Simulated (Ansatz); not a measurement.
# FH₆NSi₂: taking an electron away

An exercise on one series of results from a longer session: the logs are not shown, and one member is left open.

Program: Ansatz 0.2.0, Gaussian basis. Level of theory: unrestricted cation, the program's frozen cores in correlated methods. These are calculated values, not measurements.

Levels to be run: UKS PBE-D4/def2-TZVPP; UKS r2SCAN-D4/def2-TZVPP; UKS PBE0-D4/def2-TZVPP; UKS B3LYP-D4/def2-TZVPP; UKS wB97X-V/def2-TZVPP; UKS wB97M-V/def2-TZVPP; UKS B2PLYP/def2-TZVPP; UHF-CCSD(T)/def2-TZVPP; UHF-MP2/def2-QZVPP; extrapolation to the limit; then −ε(HOMO) from the neutral's earlier runs with LDA (SPW92), PBE-D4, revPBE-D4, BLYP-D4, r2SCAN-D4, B97M-V, PBE0-D4, B3LYP-D4, r2SCANh-D4, r2SCAN0-D4, HSE06-D4, BHLYP-D4, CAM-B3LYP-D4, LC-ωPBE, ωB97X-V, ωB97M-V.

**The relaxed structure**

All runs share one geometry, relaxed beforehand with PBE0-D4 in a triple-zeta def2 set.

SMILES `F[SiH2]N[SiH3]`, 10 atoms, charge 0, spin multiplicity 1.

Atoms are counted from 1 here; the program's logs count them from 0.

Bond lengths: F1–Si2 1.602 Å, Si2–N3 1.706 Å, Si2–H5 1.480 Å, Si2–H6 1.478 Å, N3–Si4 1.733 Å, N3–H7 1.011 Å, Si4–H8 1.487 Å, Si4–H9 1.483 Å, Si4–H10 1.487 Å. Angles: F1–Si2–N3 112.6°, F1–Si2–H5 106.0°, F1–Si2–H6 106.5°, N3–Si2–H5 109.3°, N3–Si2–H6 108.8°, H5–Si2–H6 113.7°, Si2–N3–Si4 128.1°, Si2–N3–H7 115.6°, Si4–N3–H7 115.9°, N3–Si4–H8 112.0°, N3–Si4–H9 106.7°, N3–Si4–H10 110.9°, H8–Si4–H9 109.6°, H8–Si4–H10 107.7°, H9–Si4–H10 109.9°.

Coordinates:

```xyz
10

F    -2.18101    0.40008   -1.25683
Si   -0.76448    1.02369   -0.84525
N     0.39760   -0.17131   -0.48220
Si    0.69905   -0.94283    1.04038
H    -0.30953    1.80910   -2.01469
H    -1.00172    1.84106    0.36337
H     0.90335   -0.54369   -1.27457
H     0.33921   -2.38562    1.01439
H    -0.13465   -0.24069    2.04662
H     2.13528   -0.84077    1.41167
```

The first run:

Input file in.yaml:

```yaml
crystal:
  periodic: [false, false, false]
  atoms:
    - {symbol: F, position_ang: [-2.181006, 0.400076, -1.256829]}
    - {symbol: Si, position_ang: [-0.764481, 1.023690, -0.845247]}
    - {symbol: N, position_ang: [0.397604, -0.171314, -0.482199]}
    - {symbol: Si, position_ang: [0.699046, -0.942831, 1.040382]}
    - {symbol: H, position_ang: [-0.309533, 1.809096, -2.014692]}
    - {symbol: H, position_ang: [-1.001717, 1.841057, 0.363373]}
    - {symbol: H, position_ang: [0.903348, -0.543691, -1.274570]}
    - {symbol: H, position_ang: [0.339214, -2.385618, 1.014387]}
    - {symbol: H, position_ang: [-0.134652, -0.240692, 2.046620]}
    - {symbol: H, position_ang: [2.135278, -0.840773, 1.411674]}
basis:
  gaussian: {orbitals: def2-TZVPP}
total_charge: 1
magnetization: {spin_polarized: true, initial_magnetization: 1}
hamiltonian: {xc: pbe, dispersion: d4}
```

Started as:

```sh
> ansatz run in.yaml --threads 2 --pin off --events-out ev --progress --plain --max-ram 20480MiB --backend cpu
```

Steps of the session up to this table: Cation, UKS PBE-D4/def2-TZVPP; Cation, UKS r2SCAN-D4/def2-TZVPP; Cation, UKS PBE0-D4/def2-TZVPP; Cation, UKS B3LYP-D4/def2-TZVPP; Cation, UKS wB97X-V/def2-TZVPP; Cation, UKS wB97M-V/def2-TZVPP; Cation, UKS B2PLYP (frozen core)/def2-TZVPP; Cation, UHF-CCSD(T)/def2-TZVPP; Cation, UHF-MP2/def2-QZVPP.

One table of the session follows, with a row left open; its other results are not shown here.

For comparison, −ε(HOMO) of the neutral from earlier runs:

```
  functional  −ε(HOMO) (eV)
 LDA (SPW92)           6.89
      PBE-D4           6.76
   revPBE-D4           6.71
     BLYP-D4           6.63
   r2SCAN-D4           7.07
      B97M-V           7.22
     PBE0-D4           8.13
    B3LYP-D4           7.89
  r2SCANh-D4           7.58
  r2SCAN0-D4           8.34
    HSE06-D4           7.72
    BHLYP-D4           9.41
CAM-B3LYP-D4           9.52
     LC-ωPBE          10.92
     ωB97X-V              ?
     ωB97M-V          10.44
```

Estimate the missing values for ωB97X-V.

As computed: −ε(HOMO) (eV): 10.55. In the column «−ε(HOMO) (eV)» it lies between ωB97M-V (10.44) and LC-ωPBE (10.92).
